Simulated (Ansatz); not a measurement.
**SiNH4O2 (SMILES N[Si](O)O) at U-wB97M-V/cc-pVDZ**

What is the electronic atomisation energy of SiNH4O2 at U-wB97M-V/cc-pVDZ? 

The results are computed with Ansatz 0.2.0.

68 further runs of the same task are left out: 68 set aside as unsound or not needed.

## (1) The system as given

SiNH4O2 has 8 atoms, charge 0, and is taken as a doublet. As SMILES, `N[Si](O)O`. Geometry: relaxed at PBE0-D4/def2-TZVP. This is one conformer, not always the lowest.

Bond lengths: N1–Si2 1.700 Å, Si2–O3 1.651 Å, Si2–O4 1.651 Å, N1–H5 1.006 Å, N1–H6 1.006 Å, O3–H7 0.958 Å, O4–H8 0.958 Å. Angles: N1–Si2–O3 104.3°, N1–Si2–O4 104.3°, O3–Si2–O4 116.1°, Si2–N1–H5 120.9°, Si2–N1–H6 120.9°, Si2–O3–H7 115.7°, Si2–O4–H8 115.7°, H5–N1–H6 112.9°.

## (2) The energy at U-wB97M-V/cc-pVDZ

File molecule.yaml:

```yaml
crystal:
  periodic: [false, false, false]
  atoms:
    - {symbol: N, position_ang: [-0.498000, 1.267000, 0.129300]}
    - {symbol: Si, position_ang: [0.096000, -0.243600, -0.376000]}
    - {symbol: O, position_ang: [1.641600, -0.288300, 0.202600]}
    - {symbol: O, position_ang: [-0.956500, -1.334700, 0.277900]}
    - {symbol: H, position_ang: [0.071200, 2.094000, 0.065100]}
    - {symbol: H, position_ang: [-1.483600, 1.467400, 0.110500]}
    - {symbol: H, position_ang: [2.250900, -0.848000, -0.280900]}
    - {symbol: H, position_ang: [-1.029400, -2.171000, -0.184200]}
basis:
  gaussian: {orbitals: cc-pVDZ}
magnetization: {spin_polarized: true, initial_magnetization: 1}
hamiltonian: {xc: {name: wB97M-V}}
accuracy: high
output: {orbitals: {seedname: orbitals}}
```

Run with:

```
$ ansatz run molecule.yaml --threads 1 --pin off --max-ram 3480MiB --events-out events.jsonl --progress --plain --runs-dir runs
```

Output:

```text
Warning: RAYON_NUM_THREADS=1 ignored (pool sized by the plan → 1); use --threads N
Functional definition: wB97M-V
  name "wB97M-V"
  parameter omega = 0.3/bohr
  parameter cx = 0.15
  parameter cx01 = 1.007
  parameter cx10 = 0.259
  parameter css00 = 0.443
  parameter css04 = -1.437
  parameter css10 = -4.535
  parameter css20 = -3.390
  parameter css43 = 4.278
  parameter cos00 = 1.000
  parameter cos10 = 1.358
  parameter cos20 = 2.924
  parameter cos21 = -8.812
  parameter cos60 = -1.390
  parameter cos61 = 9.142
  parameter b = 6.0
  parameter c = 0.01
  gx(w, u) = 1 - cx + cx01*u + cx10*w
  gss(w, u) = css00 + css04*u^4 + css10*w + css20*w^2 + css43*w^4*u^3
  gos(w, u) = cos00 + cos10*w + (cos20 + cos21*u)*w^2 + (cos60 + cos61*u)*w^6
  exchange = spin_sum(e_x_unif_sr(omega)*gx(b97_w, b97_u_x)) + cx*exact_x_sr(omega) + exact_x_lr(omega)
  correlation = spin_sum(e_c_pw_mod_same_spin*gss(b97_w, b97_u_same))
      + integral(e_c_pw_mod_opposite_spin*gos(b97_w_opposite, b97_u_opposite)) + vv10(b, c)
1811 factors; integrals over basis functions are off by at most 3.9e-9 eV
335 factors; integrals over basis functions are off by at most 2.5e-9 eV
mean field evaluation 1: about -13517.5410 eV, gradient 4.8e1 eV
mean field evaluation 2: about -13517.3565 eV, gradient 4.9e1 eV
mean field evaluation 4: about -13525.9034 eV, gradient 1.5e0 eV
mean field evaluation 8: about -13526.0445 eV, gradient 1.2e-1 eV
mean field evaluation 16: about -13526.0449 eV, gradient 3.4e-4 eV
mean field -13526.04488498 eV, -497.0729812405 hartree, gradient 4.9e-8 eV, S^2 0.751677; 0 other end points of the search recorded, 0 dependent functions left out
reference -13526.04488906 eV, -497.0729813904 hartree; 21, 20 occupied and 59, 60 virtual orbitals, 1811 factors
Total energy: -13526.04488906 eV, -497.0729813904 hartree
```

It took 93 s on 1 thread of Arm Neoverse V1, shared host; peak memory 0.9 GiB.

## (3) The H atom, same level

File job.yaml:

```yaml
crystal:
  periodic: [false, false, false]
  atoms:
    - {symbol: H, position_ang: [0.000000, 0.000000, 0.000000]}
basis:
  gaussian: {orbitals: cc-pVDZ}
magnetization: {spin_polarized: true, initial_magnetization: 1}
hamiltonian: {xc: {name: wB97M-V}}
accuracy: high
```

Run with:

```
$ ansatz run job.yaml --threads 1 --pin off --max-ram 3480MiB --events-out events.jsonl --progress --plain --runs-dir runs
```

Output (excerpt; [...] marks lines left out):

```text
Warning: RAYON_NUM_THREADS=1 ignored (pool sized by the plan → 1); use --threads N
[... 2 set-up lines as earlier in the session ...]
[...]
  gx(w, u) = 1 - cx + cx01*u + cx10*w
  gss(w, u) = css00 + css04*u^4 + css10*w + css20*w^2 + css43*w^4*u^3
  gos(w, u) = cos00 + cos10*w + (cos20 + cos21*u)*w^2 + (cos60 + cos61*u)*w^6
[...]
      + integral(e_c_pw_mod_opposite_spin*gos(b97_w_opposite, b97_u_opposite)) + vv10(b, c)
15 factors; integrals over basis functions are off by at most 4.6e-8 eV
15 factors; integrals over basis functions are off by at most 1.0e-9 eV
[...]
mean field -13.38010900 eV, -0.4917099363 hartree, gradient 8.8e-9 eV, S^2 0.750000; 0 other end points of the search recorded, 0 dependent functions left out
reference -13.38011109 eV, -0.4917100131 hartree; 1, 0 occupied and 4, 5 virtual orbitals, 15 factors
Total energy: -13.38011109 eV, -0.4917100131 hartree
```

Run time: 0.64 s. Hardware: 1 thread of Arm Neoverse V1, shared host; peak memory 0.1 GiB.

## (4) The N atom at the same level

File run.yaml:

```yaml
crystal:
  periodic: [false, false, false]
  atoms:
    - {symbol: N, position_ang: [0.000000, 0.000000, 0.000000]}
basis:
  gaussian:
    orbitals: cc-pVDZ
magnetization:
  spin_polarized: true
  initial_magnetization: 3
hamiltonian:
  xc: {name: wB97M-V}
accuracy: high
```

Run with:

```
$ ansatz run run.yaml --threads 1 --pin off --max-ram 3480MiB --events-out events.jsonl --progress --plain --runs-dir runs
```

Output (excerpt; [...] marks lines left out):

```text
Warning: RAYON_NUM_THREADS=1 ignored (pool sized by the plan → 1); use --threads N
[... 2 set-up lines as earlier in the session ...]
[...]
  gx(w, u) = 1 - cx + cx01*u + cx10*w
  gss(w, u) = css00 + css04*u^4 + css10*w + css20*w^2 + css43*w^4*u^3
  gos(w, u) = cos00 + cos10*w + (cos20 + cos21*u)*w^2 + (cos60 + cos61*u)*w^6
[...]
      + integral(e_c_pw_mod_opposite_spin*gos(b97_w_opposite, b97_u_opposite)) + vv10(b, c)
96 factors; integrals over basis functions are off by at most 1.2e-9 eV
55 factors; integrals over basis functions are off by at most 5.1e-10 eV
[...]
mean field -1485.12496369 eV, -54.5773357618 hartree, gradient 5.5e-8 eV, S^2 3.751809; 0 other end points of the search recorded, 0 dependent functions left out
reference -1485.12496478 eV, -54.5773358017 hartree; 5, 2 occupied and 9, 12 virtual orbitals, 96 factors
Total energy: -1485.12496478 eV, -54.5773358017 hartree
```

Wall time 1.9 s (1 thread of Arm Neoverse V1, shared host); peak memory 0.15 GiB.

## (5) The O atom

File job.yaml:

```yaml
basis:
  gaussian: {orbitals: cc-pVDZ}
crystal:
  periodic: [false, false, false]
  atoms:
    - {symbol: O, position_ang: [0.000000, 0.000000, 0.000000]}
magnetization: {spin_polarized: true, initial_magnetization: 2}
hamiltonian: {xc: {name: wB97M-V}}
accuracy: high
```

Run the same way, it converges to -75.04943 Eh (log not shown).

## (6) The Si atom at the same level

File input.yaml:

```yaml
crystal:
  periodic: [false, false, false]
  atoms:
    - {symbol: Si, position_ang: [0.000000, 0.000000, 0.000000]}
basis:
  gaussian: {orbitals: cc-pVDZ}
magnetization: {spin_polarized: true, initial_magnetization: 2}
hamiltonian: {xc: {name: wB97M-V}}
accuracy: high
```

Run the same way, it converges to -289.35038 Eh (log not shown).

## (7) Results

Level: U-wB97M-V/cc-pVDZ.

| quantity | value |
| --- | --- |
| molecule: total energy | -497.07298 Eh |
| molecule: HOMO energy (highest over α and β) | -6.76 eV |
| molecule: LUMO energy (lowest over α and β) | 0.43 eV |
| molecule: ⟨S²⟩ | 0.752 |
| H atom: total energy | -0.49171 Eh |
| H atom: ⟨S²⟩ | 0.750 |
| N atom: total energy | -54.57734 Eh |
| N atom: ⟨S²⟩ | 3.752 |
| O atom: total energy | -75.04943 Eh |
| O atom: ⟨S²⟩ | 2.002 |
| Si atom: total energy | -289.35038 Eh |
| Si atom: ⟨S²⟩ | 2.001 |
| electronic atomisation energy | 29.376 eV |

Taking the molecule apart into free atoms costs 29.38 eV (2834 kJ/mol), before zero-point energy and without spin-orbit coupling.
